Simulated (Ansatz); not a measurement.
**GeEt3(SiMe3) (C9H24GeSi): the relaxed shape and its frontier levels**

What does GeEt3(SiMe3) (C9H24GeSi) look like as a singlet, and where do its frontier electrons sit?

Method: RKS PBE0-D4/def2-TZVP; program: Ansatz 0.2.0, Gaussian basis.

The runs, in order: relaxation at PBE-D4/def2-SVP; a single point at PBE0-D4/def2-TZVP.

5 further runs of the same task are left out: 3 that didn't finish, 2 set aside as unsound or not needed.

**1. The system as given**

35 atoms, charge 0, spin multiplicity 1.

Atoms are counted from 1 here; the program's logs count them from 0.

Bond lengths: Ge1–C2 2.012 Å, Ge1–C9 2.012 Å, Ge1–C16 2.012 Å, Ge1–Si23 2.401 Å, C2–C3 1.522 Å, C2–H4 1.091 Å, C2–H5 1.091 Å, C3–H6 1.090 Å, C3–H7 1.088 Å, C3–H8 1.088 Å, C9–C10 1.521 Å, C9–H11 1.090 Å, C9–H12 1.091 Å, C10–H13 1.090 Å, C10–H14 1.088 Å, C10–H15 1.088 Å, C16–C17 1.521 Å, C16–H18 1.091 Å and more. Angles: C2–Ge1–C9 106.5°, C2–Ge1–C16 106.6°, C2–Ge1–Si23 112.5°, C9–Ge1–C16 106.4°, C9–Ge1–Si23 112.2°, C16–Ge1–Si23 112.1°, Ge1–C2–C3 113.0°, Ge1–C2–H4 109.0°, Ge1–C2–H5 108.9°, C3–C2–H4 109.3°, C3–C2–H5 109.5°, H4–C2–H5 106.8°, C2–C3–H6 111.1°, C2–C3–H7 110.6°, C2–C3–H8 110.5°, H6–C3–H7 108.2°, H6–C3–H8 108.2°, H7–C3–H8 108.1° and more.

Geometry (Å):

```xyz
35
charge 0, multiplicity 1
Ge    0.3683    0.6334    0.2730
C     0.4638    0.6668    2.2820
C     1.2595   -0.4945    2.8595
H    -0.5488    0.6456    2.6864
H     0.9115    1.6098    2.5996
H     1.2789   -0.4541    3.9482
H     0.8201   -1.4447    2.5615
H     2.2859   -0.4691    2.5009
C     2.2636    0.7520   -0.3909
C     2.3564    0.8793   -1.9039
H     2.8093   -0.1359   -0.0702
H     2.7501    1.6089    0.0776
H     3.3948    0.9180   -2.2318
H     1.8770    0.0312   -2.3891
H     1.8599    1.7866   -2.2406
C    -0.5396    2.3381   -0.2889
C    -1.9452    2.4784    0.2753
H    -0.5845    2.3721   -1.3782
H     0.0684    3.1870    0.0287
H    -2.4152    3.4001   -0.0667
H    -2.5676    1.6419   -0.0374
H    -1.9204    2.4932    1.3627
Si   -0.7648   -1.3124   -0.5600
C     0.4770   -2.7461   -0.7946
C    -2.1207   -1.8672    0.6672
C    -1.5853   -0.9277   -2.2427
H    -0.0101   -3.6404   -1.1712
H     0.9583   -3.0027    0.1446
H     1.2589   -2.4754   -1.4981
H    -1.6979   -2.0998    1.6400
H    -2.8601   -1.0848    0.8115
H    -2.6414   -2.7519    0.3139
H    -2.3108   -0.1249   -2.1497
H    -0.8468   -0.6163   -2.9756
H    -2.1022   -1.7946   -2.6429
```

The start is a GFN2-xTB geometry.

**2. Relaxation at PBE-D4/def2-SVP**

Contents of in.yaml:

```yaml
crystal:
  periodic: [false, false, false]
  atoms:
    - {symbol: Ge, position_ang: [0.368330, 0.633390, 0.272980]}
    - {symbol: C, position_ang: [0.463780, 0.666770, 2.281990]}
    - {symbol: C, position_ang: [1.259460, -0.494460, 2.859480]}
    - {symbol: H, position_ang: [-0.548840, 0.645610, 2.686410]}
    - {symbol: H, position_ang: [0.911520, 1.609800, 2.599560]}
    - {symbol: H, position_ang: [1.278860, -0.454080, 3.948170]}
    - {symbol: H, position_ang: [0.820060, -1.444690, 2.561480]}
    - {symbol: H, position_ang: [2.285930, -0.469050, 2.500880]}
    - {symbol: C, position_ang: [2.263590, 0.751950, -0.390930]}
    - {symbol: C, position_ang: [2.356370, 0.879320, -1.903940]}
    - {symbol: H, position_ang: [2.809280, -0.135920, -0.070160]}
    - {symbol: H, position_ang: [2.750110, 1.608880, 0.077590]}
    - {symbol: H, position_ang: [3.394790, 0.917960, -2.231800]}
    - {symbol: H, position_ang: [1.877030, 0.031250, -2.389150]}
    - {symbol: H, position_ang: [1.859940, 1.786570, -2.240600]}
    - {symbol: C, position_ang: [-0.539580, 2.338140, -0.288900]}
    - {symbol: C, position_ang: [-1.945250, 2.478440, 0.275340]}
    - {symbol: H, position_ang: [-0.584470, 2.372070, -1.378190]}
    - {symbol: H, position_ang: [0.068410, 3.187000, 0.028670]}
    - {symbol: H, position_ang: [-2.415240, 3.400140, -0.066710]}
    - {symbol: H, position_ang: [-2.567650, 1.641900, -0.037430]}
    - {symbol: H, position_ang: [-1.920420, 2.493200, 1.362730]}
    - {symbol: Si, position_ang: [-0.764750, -1.312370, -0.560000]}
    - {symbol: C, position_ang: [0.477030, -2.746120, -0.794650]}
    - {symbol: C, position_ang: [-2.120700, -1.867160, 0.667220]}
    - {symbol: C, position_ang: [-1.585330, -0.927660, -2.242660]}
    - {symbol: H, position_ang: [-0.010150, -3.640370, -1.171170]}
    - {symbol: H, position_ang: [0.958300, -3.002670, 0.144610]}
    - {symbol: H, position_ang: [1.258850, -2.475450, -1.498080]}
    - {symbol: H, position_ang: [-1.697870, -2.099780, 1.640020]}
    - {symbol: H, position_ang: [-2.860080, -1.084820, 0.811530]}
    - {symbol: H, position_ang: [-2.641430, -2.751940, 0.313850]}
    - {symbol: H, position_ang: [-2.310850, -0.124900, -2.149680]}
    - {symbol: H, position_ang: [-0.846800, -0.616330, -2.975590]}
    - {symbol: H, position_ang: [-2.102210, -1.794630, -2.642890]}
basis:
  gaussian: {orbitals: def2-SVP}
hamiltonian: {xc: pbe, dispersion: d4}
scf: {lower_state_search: "off"}
output: {orbitals: {seedname: orbitals}}
relax: {f_tol: 0.03, max_steps: 70}
```

Started as:

```bash
$ ansatz run in.yaml --threads 4 --pin off --events-out ev --progress --plain --max-ram 6963MiB
```

After this run come: Single point, PBE0-D4/def2-TZVP.

Q: Predict the results of all the runs planned. Wanted: point group; commonest bond, hydrogen aside; HOMO, LUMO at PBE0-D4/def2-TZVP; dipole at PBE-D4/def2-SVP.

The runs gave:

| quantity | value |
| --- | --- |
| point group | C3 |
| commonest bond, hydrogen aside | C–Si, 3 of mean length 1.902 Å |
| HOMO, LUMO at PBE0-D4/def2-TZVP | -6.73, 0.75 eV |
| dipole at PBE-D4/def2-SVP | 0.09 D |

In words: The molecule keeps its bonding pattern by the stored test; the atoms moved 0.14 Å (rms). No usable vibrations, so a minimum isn't proven. The point group is read from a loosely relaxed geometry; soft torsions can leave it below the true symmetry.
